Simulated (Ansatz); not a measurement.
# SiGeH₅ (doublet): the correlation ladder at distance Ge1–H5 along a hydrogen transfer = 1.917 Å, cc-pVDZ

Aim: climb from Hartree-Fock through coupled cluster and multireference methods for SiGeH₅ (doublet) at one geometry and basis, and see what each rung misses.

Computed with Ansatz 0.2.0, Gaussian basis. Level: cc-pVDZ, core rule «outside noble gas», up to 19 orbitals frozen.

To be run: UHF; CCSD(T) on ROHF; CCSD(T) on UHF; BCCD(T) on ROHF; CISD; CCSDT(Q) on ROHF; CCSDT(Q) on UHF; CASSCF and MRCISD+Q, 3 electrons in 3 orbitals; CASSCF and NEVPT2, 3 electrons in 3 orbitals.

### 1 The geometry

The geometry derives from fragments relaxed apart (PBE0/def2-TZVP) and kept rigid, so it is no stationary point. A hydrogen atom is moved between rigid fragments. No spin-orbit coupling is included. The filled d shell of Ge may be among the frozen orbitals whatever the setting's name suggests; the logs give the count.

7 atoms, charge 0, spin multiplicity 2.

Atoms are counted from 1 here; the program's logs count them from 0.

Bond lengths: Ge1–H2 1.534 Å, Ge1–H3 1.534 Å, Ge1–H4 1.534 Å, Ge1–H5 1.917 Å, H5–Si6 1.440 Å, Si6–H7 1.532 Å. Angles: H2–Ge1–H3 109.5°, H2–Ge1–H4 109.5°, H2–Ge1–H5 109.5°, H3–Ge1–H4 109.5°, H3–Ge1–H5 109.5°, H4–Ge1–H5 109.5°, Ge1–H5–Si6 180.0°, H5–Si6–H7 105.0°.

### 2 UHF

File in.yaml:

```yaml
crystal:
  periodic: [false, false, false]
  atoms:
    - {symbol: Ge, position_ang: [-0.930854, 0.014100, 0.000000]}
    - {symbol: H, position_ang: [-1.442304, 1.460699, 0.000001]}
    - {symbol: H, position_ang: [-1.442304, -0.709200, 1.252791]}
    - {symbol: H, position_ang: [-1.442304, -0.709199, -1.252792]}
    - {symbol: H, position_ang: [0.986146, 0.014100, 0.000000]}
    - {symbol: Si, position_ang: [2.426146, 0.014100, 0.000000]}
    - {symbol: H, position_ang: [2.822581, -1.465414, -0.000001]}
basis:
  gaussian: {orbitals: cc-pVDZ}
magnetization: {spin_polarized: true, initial_magnetization: 1}
hamiltonian: {xc: hf}
output: {orbitals: {seedname: orbitals}}
```

Launch:

```console
$ ansatz run in.yaml --threads 1 --pin off --events-out ev --progress --plain --max-ram 2816MiB --backend cpu
```

The runs that follow: CCSD(T) on ROHF; CCSD(T) on UHF; BCCD(T) on ROHF; CISD; CCSDT(Q) on ROHF; CCSDT(Q) on UHF; CASSCF and MRCISD+Q, 3 electrons in 3 orbitals; CASSCF and NEVPT2, 3 electrons in 3 orbitals.

Before running them: what should the planned runs give, taken together? Wanted: RCCSDT(Q) below the RHF energy; RMP2 from RCCSDT(Q); UMP2 from RCCSDT(Q); RCCSD from RCCSDT(Q); RCCSD(T) from RCCSDT(Q); UCCSD(T) from RCCSDT(Q); UCCSDT(Q) from RCCSDT(Q); NEVPT2 pair from RCCSDT(Q); MRCISD+Q pair from RCCSDT(Q).

As calculated:

| quantity | value |
| --- | --- |
| RCCSDT(Q) below the RHF energy | -7.1251 eV |
| RMP2 from RCCSDT(Q) | +1659.6 meV |
| UMP2 from RCCSDT(Q) | +1797.9 meV |
| RCCSD from RCCSDT(Q) | +271.0 meV |
| RCCSD(T) from RCCSDT(Q) | +61.6 meV |
| UCCSD(T) from RCCSDT(Q) | +74.7 meV |
| UCCSDT(Q) from RCCSDT(Q) | -0.3 meV |
| NEVPT2 pair from RCCSDT(Q) | +1459.8 meV |
| MRCISD+Q pair from RCCSDT(Q) | +73.9 meV |
| levels within 1 kcal/mol (43 meV) | RCCSDT, UCCSDT, UCCSDT(Q) |
| T1 diagnostic | 0.030 |

**Reading.** RCCSD(T) misses by +61.6 meV, 0.9 % of the correlation energy. Of the multireference levels listed MRCISD+Q pair comes nearest in total energy (+73.9 meV), which doesn't show that its space is the better one. Coupled cluster took another determinant than the lowest Hartree-Fock one. These misses are within one basis, not against nature; the frozen cores of restricted and unrestricted runs differ, which can shift their rows.
